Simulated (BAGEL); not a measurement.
# C2HF3O2 (trifluoroacetic acid) at HF/cc-pVDZ (density fitting with cc-pvqz-jkfit)

What is the vertical singlet–triplet gap of C2HF3O2 (trifluoroacetic acid) at HF/cc-pVDZ (density fitting with cc-pvqz-jkfit)? 

The calculation is run with BAGEL 1.2.2.

2 further runs of the same task are left out: 2 set aside as unsound or not needed. Runs told in other sessions of the task aren't counted.

## Step 1: The structure to begin with

The species is C2HF3O2 (8 atoms), meant as a singlet with charge 0. As SMILES, `O=C(O)C(F)(F)F`. The shape is that of a PBE0-D4/def2-TZVP optimisation. This is one conformer, not always the lowest.

Bond lengths: O1–C2 1.191 Å, C2–O3 1.327 Å, C2–C4 1.545 Å, C4–F5 1.320 Å, C4–F6 1.332 Å, C4–F7 1.332 Å, O3–H8 0.968 Å. Angles: O1–C2–O3 126.5°, O1–C2–C4 123.5°, O3–C2–C4 109.9°, C2–C4–F5 110.3°, C2–C4–F6 110.3°, C2–C4–F7 110.3°, F5–C4–F6 108.7°, F5–C4–F7 108.7°, F6–C4–F7 108.4°, C2–O3–H8 107.7°.

## Step 2: A single-point energy at HF/cc-pVDZ (density fitting with cc-pvqz-jkfit)

The input, hf.json:

```json
{ "bagel" : [

{
  "title" : "molecule",
  "basis" : "cc-pvdz.json",
  "df_basis" : "cc-pvqz-jkfit",
  "angstrom" : "true",
  "geometry" : [
    { "atom" : "O", "xyz" : [       1.701390,      -0.309410,       0.229740 ] },
    { "atom" : "C", "xyz" : [       0.511460,      -0.349980,       0.214300 ] },
    { "atom" : "O", "xyz" : [      -0.253260,      -1.304740,       0.729890 ] },
    { "atom" : "C", "xyz" : [      -0.371350,       0.741370,      -0.431300 ] },
    { "atom" : "F", "xyz" : [       0.382180,       1.695120,      -0.946090 ] },
    { "atom" : "F", "xyz" : [      -1.180850,       1.279960,       0.479630 ] },
    { "atom" : "F", "xyz" : [      -1.119800,       0.216820,      -1.400730 ] },
    { "atom" : "H", "xyz" : [       0.330230,      -1.969150,       1.124540 ] }
  ]
},

{
  "title" : "hf"
},

{
  "title" : "print",
  "file" : "orbitals.molden",
  "orbitals" : "true"
}

]}
```

The basis set cc-pVDZ is read from a file made from the Basis Set Exchange's data (not shown).

Run with:

```console
$ BAGEL_NUM_THREADS=1 BAGEL hf.json > hf.out
```

Output:

```text
* using 1 threads per process

  ===============================================================
  ===============================================================

  *** Geometry ***

  { "atom" : "O", "xyz" : [      3.215161,     -0.584700,      0.434146 ] },
  { "atom" : "C", "xyz" : [      0.966519,     -0.661366,      0.404968 ] },
  { "atom" : "O", "xyz" : [     -0.478592,     -2.465601,      1.379292 ] },
  { "atom" : "C", "xyz" : [     -0.701750,      1.400986,     -0.815039 ] },
  { "atom" : "F", "xyz" : [      0.722216,      3.203313,     -1.787851 ] },
  { "atom" : "F", "xyz" : [     -2.231483,      2.418774,      0.906369 ] },
  { "atom" : "F", "xyz" : [     -2.116115,      0.409730,     -2.646996 ] },
  { "atom" : "H", "xyz" : [      0.624044,     -3.721154,      2.125073 ] },

  Number of auxiliary basis functions:      793

  Since a DF basis is specified, we compute 2- and 3-index integrals:
    o Being stored without compression. Storage requirement is 0.067 GB

  Number of basis functions:      103
  Number of electrons      :       56

    * METHOD: MOLECULE                             0.72

  *** RHF ***

  === Nuclear Repulsion ===
   338.0997957664

      * DIIS with orbital gradients will be used.

  === RHF iteration (cc-pvdz.json) ===
      0       -523.96258353          0.01979777           0.24
      1       -524.20261952          0.01574961           0.23
      2       -524.40496974          0.00149897           0.23
      3       -524.40772191          0.00079757           0.18
      4       -524.40852539          0.00018797           0.23
      5       -524.40861086          0.00009065           0.22
      6       -524.40863350          0.00003719           0.23
      7       -524.40863790          0.00000951           0.23
      8       -524.40863806          0.00000434           0.23
      9       -524.40863809          0.00000133           0.23
     10       -524.40863809          0.00000055           0.23
     11       -524.40863809          0.00000017           0.23
     12       -524.40863809          0.00000006           0.24
     13       -524.40863809          0.00000002           0.24
     14       -524.40863809          0.00000001           0.23
    * SCF iteration converged.

    * Permanent dipole moment:
           (    0.115420,     0.785435,    -0.440515) a.u.

    * METHOD: HF                                   3.79

    * METHOD: PRINT                                0.02

  ===============================================================
```

It took 4.8 s on 1 thread of Arm Neoverse V2, shared host; peak memory 0.22 GiB.

## Step 3: The triplet, same level

Edit hf.json of step 2 so:

```diff
@@ -6,3 +6,3 @@
   "df_basis" : "cc-pvqz-jkfit",
-  "angstrom" : "true",
+  "angstrom" : true,
   "geometry" : [
@@ -19,11 +19,5 @@
 
-{
-  "title" : "hf"
-},
+{ "title" : "uhf", "nopen" : 2 },
 
-{
-  "title" : "print",
-  "file" : "orbitals.molden",
-  "orbitals" : "true"
-}
+{ "title" : "print", "file" : "orbitals.molden", "orbitals" : true }
```

The basis set cc-pVDZ is read from a file made from the Basis Set Exchange's data (not shown).

Run with:

```console
$ BAGEL_NUM_THREADS=1 BAGEL hf.json > hf.out
```

Output:

```text
* using 1 threads per process

  ===============================================================
  ===============================================================

  *** Geometry ***

  { "atom" : "O", "xyz" : [      3.215161,     -0.584700,      0.434146 ] },
  { "atom" : "C", "xyz" : [      0.966519,     -0.661366,      0.404968 ] },
  { "atom" : "O", "xyz" : [     -0.478592,     -2.465601,      1.379292 ] },
  { "atom" : "C", "xyz" : [     -0.701750,      1.400986,     -0.815039 ] },
  { "atom" : "F", "xyz" : [      0.722216,      3.203313,     -1.787851 ] },
  { "atom" : "F", "xyz" : [     -2.231483,      2.418774,      0.906369 ] },
  { "atom" : "F", "xyz" : [     -2.116115,      0.409730,     -2.646996 ] },
  { "atom" : "H", "xyz" : [      0.624044,     -3.721154,      2.125073 ] },

  Number of auxiliary basis functions:      793

  Since a DF basis is specified, we compute 2- and 3-index integrals:
    o Being stored without compression. Storage requirement is 0.067 GB

  Number of basis functions:      103
  Number of electrons      :       56

    * METHOD: MOLECULE                             0.74

  *** Open-shell HF ***

  === Nuclear Repulsion ===
   338.0997957664

      * DIIS with orbital gradients will be used.

  === UHF iteration (cc-pvdz.json) ===
      0       -523.75268111          0.03692687           0.49
      1       -524.00599576          0.03002215           0.49
      2       -524.13067644          0.01986180           0.49
      3       -524.22608566          0.00293844           0.49
      4       -524.23921476          0.00183671           0.48
      5       -524.24435312          0.00086195           0.49
      6       -524.24573716          0.00044016           0.49
      7       -524.24609596          0.00031241           0.49
      8       -524.24630183          0.00022141           0.42
      9       -524.24644487          0.00008861           0.47
     10       -524.24646130          0.00003580           0.48
     11       -524.24646567          0.00001329           0.48
     12       -524.24646714          0.00000484           0.48
     13       -524.24646741          0.00000297           0.48
     14       -524.24646751          0.00000189           0.49
     15       -524.24646755          0.00000120           0.48
     16       -524.24646756          0.00000058           0.49
     17       -524.24646756          0.00000035           0.49
     18       -524.24646756          0.00000024           0.49
     19       -524.24646756          0.00000015           0.48
     20       -524.24646756          0.00000009           0.49
     21       -524.24646756          0.00000004           0.48
     22       -524.24646756          0.00000002           0.48
     23       -524.24646756          0.00000001           0.47
     24       -524.24646756          0.00000001           0.49
    * SCF iteration converged.

    * S^2 (UHF) is 2.0152

    * Permanent dipole moment:
           (   -0.691616,     0.828129,    -0.490800) a.u.

    * METHOD: UHF                                 12.44

    * METHOD: PRINT                                0.02

  ===============================================================
```

Run time: 14 s. Hardware: 1 thread of Arm Neoverse V2, shared host; peak memory 0.22 GiB.

## Step 4: Summary of results

Level: HF/cc-pVDZ (density fitting with cc-pvqz-jkfit).

| quantity | value |
| --- | --- |
| singlet: total energy | -524.40864 Eh |
| singlet: dipole moment | 2.31 D |
| singlet: HOMO energy | -13.53 eV |
| singlet: LUMO energy | 3.70 eV |
| singlet: HOMO–LUMO gap | 17.22 eV |
| triplet: total energy | -524.24647 Eh |
| triplet: dipole moment | 3.01 D |
| triplet: ⟨S²⟩ | 2.015 |
| vertical energy of the triplet above the singlet | 4.413 eV |

At this shape the triplet lies 4.41 eV (426 kJ/mol) above the singlet.
